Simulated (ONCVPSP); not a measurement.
# Cu: the cost of one run

Program: ONCVPSP 4.0.1.1 (patched build). Reference atom: PBEsol, scalar-relativistic, spherical and spin-unpolarised. All values are calculated.

## 1. The atom and the settings

Typed settings, in words:

```json
{"element": "copper (Cu, Z = 29)", "type": "optimised norm-conserving Vanderbilt (ONCV)", "frozen core": "[Ne]", "valence charge": "19", "reference configuration": "3s2 3p6 3d10 4s0.75 4p0.25", "partial waves": "3s+4s: rc 1.25 bohr, ncon 4, nbas 7, qcut 9.4 1/bohr, 2 projectors; 3p+4p: rc 1.20 bohr, ncon 3, nbas 7, qcut 11.4 1/bohr, 2 projectors; 3d: rc 1.05 bohr, ncon 4, nbas 8, qcut 17.1 1/bohr, local", "local potential": "the d channel", "core correction": "not asked for"}
```

An earlier all-electron run gives the scale for the radii.

All-electron outer shells of the reference configuration (PBEsol, scalar-relativistic, ld1.x):

```tsv
shell	level (eV)	outermost node (bohr)	outermost maximum (bohr)
2s	-1062.00	0.07	0.20
2p	-916.98	–	0.16
3s	-115.00	0.29	0.61
3p	-72.60	0.26	0.62
3d	-5.66	–	0.60
4s	-5.04	0.89	2.24
4p	-0.96	0.97	3.52
```

## 2. The generation run

Contents of Cu.dat:

```
# ATOM AND REFERENCE CONFIGURATION
# atsym  z   nc   nv     iexc    psfile
  Cu 29.00    3    5  -116133      upf
#
#   n    l    f
    1    0    2.00
    2    0    2.00
    2    1    6.00
    3    0    2.00
    3    1    6.00
    3    2   10.00
    4    0    0.75
    4    1    0.25
#
# PSEUDOPOTENTIAL AND OPTIMIZATION
# lmax
    2
#
#   l,   rc,      ep,       ncon, nbas, qcut
    0    1.25    0.00    4    7    9.40
    1    1.20    0.00    3    7   11.40
    2    1.05    0.00    4    8   17.10
#
# LOCAL POTENTIAL
# lloc, lpopt,  rc(5),   dvloc0
    2    5    1.05    0.00
#
# VANDERBILT-KLEINMAN-BYLANDER PROJECTORs
# l, nproj, debl
    0    2    2.30
    1    2    1.40
    2    0    3.50
#
# MODEL CORE CHARGE
# icmod, fcfact, rcfact
    0    0.00    0.00
#
# LOG DERIVATIVE ANALYSIS
# epsh1, epsh2, depsh
   -6.00    5.00    0.04
#
# OUTPUT GRID
# rlmax, drl
    6.00    0.01
#
# TEST CONFIGURATIONS
# ncnf
    4
# nvcnf
#   n    l    f
    5
    3    0    2.00
    3    1    6.00
    3    2   10.00
    4    0    1.00
    4    1    0.00
#
    5
    3    0    2.00
    3    1    6.00
    3    2   10.00
    4    0    0.00
    4    1    0.00
#
    5
    3    0    2.00
    3    1    6.00
    3    2    9.00
    4    0    0.00
    4    1    0.00
#
    5
    3    0    2.00
    3    1    6.00
    3    2    8.00
    4    0    0.00
    4    1    0.00
#
```

The run is started by

```
oncvpsp.x < Cu.dat > Cu.out
```

**Question.** How long does this run take on 1 thread of Neoverse-V1, shared host?

About 3.3 s.
